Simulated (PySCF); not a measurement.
**DyF: from the state search to spectroscopic constants**

The task here is to estimate one member of a computed series from the others.

The runs use PySCF 2.14.0; Dy x2c-SVPall, F x2c-SVPall, spin-free X2C with a Gaussian nucleus.

The first run:

The job is set up so:

| Item | Value |
| --- | --- |
| atoms | Dy, F |
| charge | 0 |
| basis | Dy x2c-SVPall, F x2c-SVPall |
| Hamiltonian | spin-free X2C with a Gaussian nucleus |
| basis functions | 99 |
| electrons treated | 75 |
| masses in u | 163.9292, 18.9984 |
| levels | PBE0, PBE, r²SCAN, PBEsol, TPSSh, HF, MP2, SCS-MP2 |
| grid | 80 radial by 434 angular points |
| occupations | held fixed by the projection of orbital angular momentum |
| dissociation limit | Dy + F, each in its ground configuration |
| starting distance in angstrom | 2.115 |
| values of 2S to try | 3, 5, 7 |

Command:

```console
$ OMP_NUM_THREADS=2 python dia.py task.json out
```

Steps of the session up to this table: The job; The PBE0 curve of the state that the search chose; Other states along the same grid; PBE; r²SCAN; PBEsol; TPSSh (hybrid meta-GGA); ROHF (mean field).

One table of the session follows, with a row left open; its other results are not shown here.

| level | Re (Å) | ωe (cm⁻¹) | De (eV) |
| --- | --- | --- | --- |
| ROHF | 2.080 | 513 | 4.12 |
| ROHF-MP2 | 2.016 | 547 | 5.45 |
| ROHF-SCS-MP2 | ? | ? | ? |
| r²SCAN | 1.979 | 571 | 6.30 |
| TPSSh | 1.983 | 566 | 6.04 |
| PBE0 | 1.970 | 568 | 5.84 |

Q: Estimate the row for ROHF-SCS-MP2 from the others.

As computed: Re (Å): 2.030; ωe (cm⁻¹): 539; De (eV): 5.18. In the column «Re (Å)» it lies between ROHF-MP2 (2.016) and ROHF (2.080).

De is counted to Dy + F in their ground configurations.

To keep in mind: The state is the lowest single determinant that the PBE0 search found; with open d or f shells the true ground state can be another one.
